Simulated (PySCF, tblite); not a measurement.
# C4H12BFSi2: geometry, infrared bands and NMR shifts

What infrared bands and NMR shifts should C4H12BFSi2 (`FC[SiH2]BC1C[SiH2]C1`) show?

Computed with tblite 0.8.0 and PySCF 2.14.0, with density-fitted response routines of our own, on a single molecule in the gas phase. Atoms count from 0, in the outputs and in this text.

## Step 1: The molecule as given

20 atoms, charge 0, multiplicity 1; geometry from: force field or distance geometry start.

Bonds of the start (Å): F0–C1 1.38, C1–Si2 1.85, Si2–B3 1.94, B3–C4 1.57, C4–C5 1.51, C5–Si6 1.87, Si6–C7 1.85, C7–C4 1.52, C1–H8 1.12, C1–H9 1.09, Si2–H10 1.48, Si2–H11 1.48, B3–H12 1.21, C4–H13 1.11, C5–H14 1.11, C5–H15 1.09, Si6–H16 1.45, Si6–H17 1.46, C7–H18 1.10, C7–H19 1.11.

## Step 2: Optimising the geometry with GFN2-xTB

Job settings and geometry (Å):

```
{"job": {"kind": "relax", "xc": "GFN2-xTB", "basis": "xTB"}, "charge": 0, "multiplicity": 1}
F      3.471300     0.428900     1.446200
C      3.533000    -0.133200     0.184500
Si     1.851700    -0.098700    -0.575000
B      0.559500    -0.249300     0.863400
C     -0.997200    -0.145800     0.697100
C     -1.534300     1.171400     0.193900
Si    -3.083300     0.243600    -0.302800
C     -1.548900    -0.755200    -0.580400
H      3.829700    -1.203400     0.328200
H      4.304800     0.358400    -0.410100
H      1.636500     1.167600    -1.312900
H      1.780900    -1.250700    -1.502800
H      0.932500    -0.867400     1.832900
H     -1.579000    -0.465600     1.584500
H     -1.775100     1.936500     0.958000
H     -1.041100     1.531000    -0.714300
H     -3.758500     0.757200    -1.482200
H     -3.931500    -0.155500     0.821300
H     -1.652400    -1.849500    -0.545700
H     -1.003500    -0.409800    -1.487000
```

The run is started by

```sh
> OMP_NUM_THREADS=1 python probes_run.py task.json out
```

This one command runs all jobs of the session in turn.

**Question.** This job is followed by: GFN2-xTB harmonic vibrations, gas phase; GIAO PBE0/pcSseg-1 NMR shielding, non-relativistic, gas phase. What will the session give for the following? strongest single infrared mode (GFN2-xTB); zero-point energy (GFN2-xTB); 13C shifts against TMS (PBE0/pcSseg-1, means over atoms taken as alike); 1H shifts against TMS (PBE0/pcSseg-1, means over atoms taken as alike); 19F shifts against CFCl3 (PBE0/pcSseg-1); 29Si shifts against TMS (PBE0/pcSseg-1); 11B shifts against BF3·OEt2 (PBE0/pcSseg-1).

The runs gave:

| quantity | value |
| --- | --- |
| strongest single infrared mode (GFN2-xTB) | 2150 cm⁻¹, 535 km/mol |
| zero-point energy (GFN2-xTB) | 90.9 kcal/mol |
| 13C shifts against TMS (PBE0/pcSseg-1, means over atoms taken as alike) | 80.1, 35.9, 2.3 ppm |
| 1H shifts against TMS (PBE0/pcSseg-1, means over atoms taken as alike) | 7.00, 5.28, 5.10, 4.89, 4.09, 3.73, 1.21, 1.11 ppm |
| 19F shifts against CFCl3 (PBE0/pcSseg-1) | -300.2 ppm |
| 29Si shifts against TMS (PBE0/pcSseg-1) | -34.0, -85.8 ppm |
| 11B shifts against BF3·OEt2 (PBE0/pcSseg-1) | 64.6 ppm |

**Reading.** Relaxing lowered the energy by 1.300 eV in 250 steps; the close pair that moved most is C1–Si2, from 1.845 to 1.934 Å. All 54 modes are real, so the xTB geometry is a minimum. The strongest single mode, at 2150 cm⁻¹, moves mainly H10 and H11. GFN2-xTB is a fitted tight-binding method: band positions and strengths are rough. Its intensities can rank the bands wrongly. The most deshielded carbon is C1 (sp3 CH2 bonded to F and Si), at 80.1 ppm: pulled downfield by the heteroatom. At PBE0/pcSseg-1: Shielding is most anisotropic at B3 (span 165 ppm, paramagnetic term -160 ppm).
